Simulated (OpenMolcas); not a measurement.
# Ru³⁺ among point charges: CASSCF and CASPT2 levels and susceptibility

Aim: the splitting of the states of Ru³⁺ in the field of 5 point charges, its lowest levels with spin-orbit coupling and its magnetic susceptibility.

Method: state-averaged CASSCF and CASPT2, spin-orbit coupling by RASSI with atomic mean-field integrals. Code: OpenMolcas 26.06.

## (1) Starting point

```
Species                           : Ru³⁺ (ruthenium, Z = 44, 41 electrons)
Basis                             : ANO-RCC-VDZP [6s5p3d1f], 43 functions
Scalar Hamiltonian                : DKH2, point nucleus
Inactive shells                   : 1s 2s 2p 3s 3p 3d 4s 4p
Active space                      : 5 electrons in 5 orbitals (4d)
Some configurations of this space : 4d5
Orbitals                          : optimised for each spin and parity, averaged over all roots
```

Outer shells as boxes (Hund's rule):

4d5
```
4d [↑ ][↑ ][↑ ][↑ ][↑ ]
```

The ion sits among 5 point charges of -2 e arranged as a square pyramid (C4v), 1.87 Å from the ion, with the axial distance 2.225 Å.

Each step is its own input file, run in one work folder so that later steps find the files of earlier ones. Labels, J, g values, rates, χT and fits are worked out afterwards by a script from the matrices that RASSI stores.

## (2) GATEWAY and SEWARD: basis and integrals

Contents of a.inp:

```
&GATEWAY
Coord
1

Ru 0.0 0.0 0.0
Basis=ANO-RCC-VDZP
Group=NoSym
NoMove
AngMom=0.0 0.0 0.0
AMFI
XField
5 Angstrom 0
1.870000 0.000000 0.000000 -2.000000
0.000000 1.870000 0.000000 -2.000000
-1.870000 0.000000 0.000000 -2.000000
0.000000 -1.870000 0.000000 -2.000000
0.000000 0.000000 2.225300 -2.000000
&SEWARD
```

Command:

```bash
$ OMP_NUM_THREADS=1 MOLCAS_MEM=1689 MOLCAS_PROJECT=a pymolcas a.inp > a.log
```

## (3) Reference wave functions, sextets, 1 root

Contents of a.inp:

```
&RASSCF
FileOrb=start.orb
Symmetry=1
Spin=6
nActEl=5 0 0
Inactive=18
Ras2=5
CIRoot=1 1 1
SDav=1
CIMx=300
Iter=120 100
PrWF=0.3
OrbListing=Nothing
MaxOrb=0
>>> COPY $Project.JobIph JOB001
```

start.orb holds the contracted functions of the basis, ordered by shell, or the orbitals of the step before.

## (4) CASSCF: quartets, 24 roots

Contents of a.inp:

```
&RASSCF
FileOrb=start.orb
Symmetry=1
Spin=4
nActEl=5 0 0
Inactive=18
Ras2=5
CIRoot=24 24 1
SDav=24
CIMx=300
Iter=120 100
PrWF=0.3
OrbListing=Nothing
MaxOrb=0
>>> COPY $Project.JobIph JOB002
```

## (5) CASSCF: doublets, 75 roots

Contents of a.inp:

```
&RASSCF
FileOrb=start.orb
Symmetry=1
Spin=2
nActEl=5 0 0
Inactive=18
Ras2=5
CIRoot=75 75 1
SDav=75
CIMx=300
Iter=120 100
PrWF=0.3
OrbListing=Nothing
MaxOrb=0
>>> COPY $Project.JobIph JOB003
```

## (6) State interaction with spin-orbit coupling

Contents of a.inp:

```
&RASSI
NrOfJobIphs=3 1 24 75
1
1 2 3 4 5 6 7 8 9 10 11 12 13 14 15 16 17 18 19 20 21 22 23 24
1 2 3 4 5 6 7 8 9 10 11 12 13 14 15 16 17 18 19 20 21 22 23 24 25 26 27
28 29 30 31 32 33 34 35 36 37 38 39 40 41 42 43 44 45 46 47 48 49 50 51
52 53 54 55 56 57 58 59 60 61 62 63 64 65 66 67 68 69 70 71 72 73 74 75
IphNames
JOB001
JOB002
JOB003
EJob
SpinOrbit
DIPRint=1.0
SOCoupling=1000.0
Subsets=2
Property=9
'ANGMOM' 1 'ANGMOM' 2 'ANGMOM' 3 'MLTPL  1' 1 'MLTPL  1' 2 'MLTPL  1' 3
'AMFI' 1 'AMFI' 2 'AMFI' 3
SOProperty=3
'ANGMOM' 1 'ANGMOM' 2 'ANGMOM' 3
```

## (7) CASPT2: IPEA 0.25, imaginary shift 0.1 (closed shells correlated: 4s 4p)

Contents of a.inp:

```
>>> COPY JOB001 $Project.JobIph
&CASPT2
Multistate=1 1
Frozen=14
IPEA=0.25
Imaginary=0.1
MaxIter=60
WThr=0.0 0.3 0.05
PrWF=0.5
NoMix
>>> COPY JOB002 $Project.JobIph
&CASPT2
Multistate=24 1 2 3 4 5 6 7 8 9 10 11 12 13 14 15 16 17 18 19 20 21 22
23 24
NoMult
Frozen=14
IPEA=0.25
Imaginary=0.1
MaxIter=60
WThr=0.0 0.3 0.05
PrWF=0.5
NoMix
>>> COPY JOB003 $Project.JobIph
&CASPT2
Multistate=75 1 2 3 4 5 6 7 8 9 10 11 12 13 14 15 16 17 18 19 20 21 22
23 24 25 26 27 28 29 30 31 32 33 34 35 36 37 38 39 40 41 42 43 44 45 46
47 48 49 50 51 52 53 54 55 56 57 58 59 60 61 62 63 64 65 66 67 68 69 70
71 72 73 74 75
NoMult
Frozen=14
IPEA=0.25
Imaginary=0.1
MaxIter=60
WThr=0.0 0.3 0.05
PrWF=0.5
NoMix
```

(Steps that only read results are left out.)

What does the calculation give? Wanted: spin-free ground state; first state of the same spin within the active space; lowest level; next level.

**Answer**, as computed:

| quantity | value |
| --- | --- |
| method | SS-CASPT2, IPEA 0.25, imaginary shift 0.1 (closed shells correlated: 4s 4p) |
| spin-free ground state | quartet, 1-fold in its orbital part |
| first state of the same spin within the active space | quartet at 9370 cm⁻¹ |
| lowest level | 2-fold, g = 0.02, 0.02, 5.05 |
| next level | 74.7 cm⁻¹ |
| χT at 300 K | 1.83 cm³ K/mol |
| effective moment at 300 K | 3.82 μB |

Cost by method:

```tsv
method	time of its own steps	time with the reference
A. CASSCF	23 s	23 s
B. SS-CASPT2, IPEA 0.25, imaginary shift 0.1, +4s 4p	9.6 s	33 s
```

Times are of one thread on a shared host.

The spin-free ground state (quartet) comes to 42 % from free-ion F terms and has less than the highest spin computed. χT at 300 K is 1.83, against 1.88 cm³ K/mol for the spin alone; near agreement at one temperature doesn't show that the orbital moment is quenched. The field of point charges can differ much from that of real complexes. With metal d orbitals alone active, the gaps between spin states are rough; where two lie within a few thousand cm-1, their order is open. Point charges carry no covalency, so the field is a model and not that of real ligands.
